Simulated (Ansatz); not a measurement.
# Si2H3F3 (SMILES F[Si](F)(F)[SiH3]): wB97X/cc-pVDZ

What is the electronic atomisation energy of Si2H3F3 at wB97X/cc-pVDZ? 

Program for the calculation: Ansatz 0.2.0.

48 further runs of the same task are left out: 4 that didn't finish, 44 set aside as unsound or not needed.

## (1) The system as given

The species is Si2H3F3 (8 atoms), meant as a singlet with charge 0. As SMILES, `F[Si](F)(F)[SiH3]`. Geometry: relaxed at PBE0-D4/def2-TZVP.

Bond lengths: F1–Si2 1.582 Å, Si2–F3 1.582 Å, Si2–F4 1.582 Å, Si2–Si5 2.328 Å, Si5–H6 1.484 Å, Si5–H7 1.484 Å, Si5–H8 1.484 Å. Some angles: F1–Si2–F3 107.0°, F1–Si2–F4 107.0°, F1–Si2–Si5 111.9°, F3–Si2–F4 107.0°, F3–Si2–Si5 111.9°, F4–Si2–Si5 111.9°, Si2–Si5–H6 108.7°, Si2–Si5–H7 108.7°, Si2–Si5–H8 108.7°, H6–Si5–H7 110.2°.

## (2) A single-point energy at wB97X/cc-pVDZ

The input, run.yaml:

```yaml
crystal:
  periodic: [false, false, false]
  atoms:
    - symbol: F
      position_ang: [1.310500, -1.060500, 1.504800]
    - symbol: Si
      position_ang: [0.534400, -0.990500, 0.128500]
    - symbol: F
      position_ang: [-0.479300, -2.204500, 0.107900]
    - symbol: F
      position_ang: [1.595600, -1.255900, -1.013900]
    - symbol: Si
      position_ang: [-0.550700, 1.050400, -0.152600]
    - symbol: H
      position_ang: [-1.525600, 1.227900, 0.951900]
    - symbol: H
      position_ang: [0.460600, 2.135800, -0.122800]
    - symbol: H
      position_ang: [-1.253300, 1.040400, -1.459500]
basis:
  gaussian: {orbitals: cc-pVDZ}
hamiltonian: {xc: {name: wB97X}}
output: {orbitals: {seedname: orbitals}}
accuracy: high
```

Launch:

```sh
$ ansatz run run.yaml --threads 1 --pin off --max-ram 3480MiB --events-out events.jsonl --progress --plain --runs-dir runs
```

What it wrote:

```text
Warning: RAYON_NUM_THREADS=1 ignored (pool sized by the plan → 1); use --threads N
Functional definition: wB97X
  name "wB97X"
  parameter omega = 0.3/bohr
  parameter cx = 0.157706
  parameter cx1 = 0.726479
  parameter cx2 = 1.04760
  parameter cx3 = -5.70635
  parameter cx4 = 13.2794
  parameter css1 = -4.33879
  parameter css2 = 18.2308
  parameter css3 = -31.7430
  parameter css4 = 17.2901
  parameter cos1 = 2.37031
  parameter cos2 = -11.3995
  parameter cos3 = 6.58405
  parameter cos4 = -3.78132
  exchange = spin_sum(e_x_unif_sr(omega)*poly(b97_u_x, 1 - cx, cx1, cx2, cx3, cx4)) + cx*exact_x_sr(omega)
      + exact_x_lr(omega)
  correlation = spin_sum(e_c_pw_same_spin*poly(b97_u_same, 1, css1, css2, css3, css4))
      + integral(e_c_pw_opposite_spin*poly(b97_u_opposite, 1, cos1, cos2, cos3, cos4))
2061 factors; integrals over basis functions are off by at most 4.6e-9 eV
380 factors; integrals over basis functions are off by at most 2.3e-9 eV
mean field evaluation 1: about -23953.5186 eV, gradient 4.7e1 eV
mean field evaluation 2: about -23953.5565 eV, gradient 5.1e1 eV
mean field evaluation 4: about -23957.1324 eV, gradient 4.1e-1 eV
mean field evaluation 8: about -23957.2349 eV, gradient 2.0e-2 eV
mean field evaluation 16: about -23957.2349 eV, gradient 2.1e-6 eV
mean field -23957.23490286 eV, -880.4121438829 hartree, gradient 7.0e-8 eV, S^2 0.000000; 0 other end points of the search recorded, 0 dependent functions left out
reference -23957.23489962 eV, -880.4121437641 hartree; 29, 29 occupied and 64, 64 virtual orbitals, 2061 factors
Total energy: -23957.23489962 eV, -880.4121437641 hartree
```

It took 30 s on 1 thread of Arm Neoverse V2, shared host; peak memory 0.58 GiB.

## (3) The F atom

The input, in.yaml:

```yaml
crystal:
  periodic: [false, false, false]
  atoms:
    - symbol: F
      position_ang: [0.000000, 0.000000, 0.000000]
basis:
  gaussian: {orbitals: cc-pVDZ}
accuracy: high
magnetization: {spin_polarized: true, initial_magnetization: 1}
hamiltonian: {xc: {name: wB97X}}
```

Run the same way, it converges to -99.70543 Eh (log not shown).

## (4) The H atom at the same level

The input, in.yaml:

```yaml
crystal:
  periodic: [false, false, false]
  atoms:
    - symbol: H
      position_ang: [0.000000, 0.000000, 0.000000]
basis:
  gaussian:
    orbitals: cc-pVDZ
magnetization:
  spin_polarized: true
  initial_magnetization: 1
hamiltonian:
  xc: {name: wB97X}
accuracy: high
```

Launch:

```sh
$ ansatz run in.yaml --threads 1 --pin off --max-ram 3480MiB --events-out events.jsonl --progress --plain --runs-dir runs
```

What it wrote:

```text
Warning: RAYON_NUM_THREADS=1 ignored (pool sized by the plan → 1); use --threads N
[... 17 set-up lines as earlier in the session ...]
      + exact_x_lr(omega)
[... 1 set-up line as earlier in the session ...]
      + integral(e_c_pw_opposite_spin*poly(b97_u_opposite, 1, cos1, cos2, cos3, cos4))
15 factors; integrals over basis functions are off by at most 4.6e-8 eV
15 factors; integrals over basis functions are off by at most 1.0e-9 eV
mean field evaluation 1: about -13.6047 eV, gradient 1.1e0 eV
mean field evaluation 2: about -13.6195 eV, gradient 2.8e-1 eV
mean field evaluation 4: about -13.6221 eV, gradient 3.7e-5 eV
mean field evaluation 8: about -13.6221 eV, gradient 1.0e-10 eV
mean field -13.62208925 eV, -0.5006025464 hartree, gradient 3.8e-9 eV, S^2 0.750000; 0 other end points of the search recorded, 0 dependent functions left out
reference -13.62208946 eV, -0.5006025542 hartree; 1, 0 occupied and 4, 5 virtual orbitals, 15 factors
Total energy: -13.62208946 eV, -0.5006025542 hartree
```

Run time: 0.4 s. Hardware: 1 thread of Arm Neoverse V2, shared host.

## (5) The Si atom

The input, in.yaml:

```yaml
crystal:
  periodic: [false, false, false]
  atoms:
    - symbol: Si
      position_ang: [0.000000, 0.000000, 0.000000]
basis:
  gaussian: {orbitals: cc-pVDZ}
accuracy: high
magnetization: {spin_polarized: true, initial_magnetization: 2}
hamiltonian: {xc: {name: wB97X}}
```

Run the same way, it converges to -289.35699 Eh (log not shown).

## (6) What came out

At wB97X/cc-pVDZ:

| quantity | value |
| --- | --- |
| molecule: total energy | -880.41214 Eh |
| molecule: HOMO energy | -11.63 eV |
| molecule: LUMO energy | 2.10 eV |
| molecule: HOMO–LUMO gap | 13.73 eV |
| F atom: total energy | -99.70543 Eh |
| F atom: ⟨S²⟩ | 0.751 |
| H atom: total energy | -0.50060 Eh |
| H atom: ⟨S²⟩ | 0.750 |
| Si atom: total energy | -289.35699 Eh |
| Si atom: ⟨S²⟩ | 2.004 |
| electronic atomisation energy | 29.390 eV |

**Reading.** Taking the molecule apart into free atoms costs 29.39 eV (678 kcal/mol), before zero-point energy and without spin-orbit coupling.
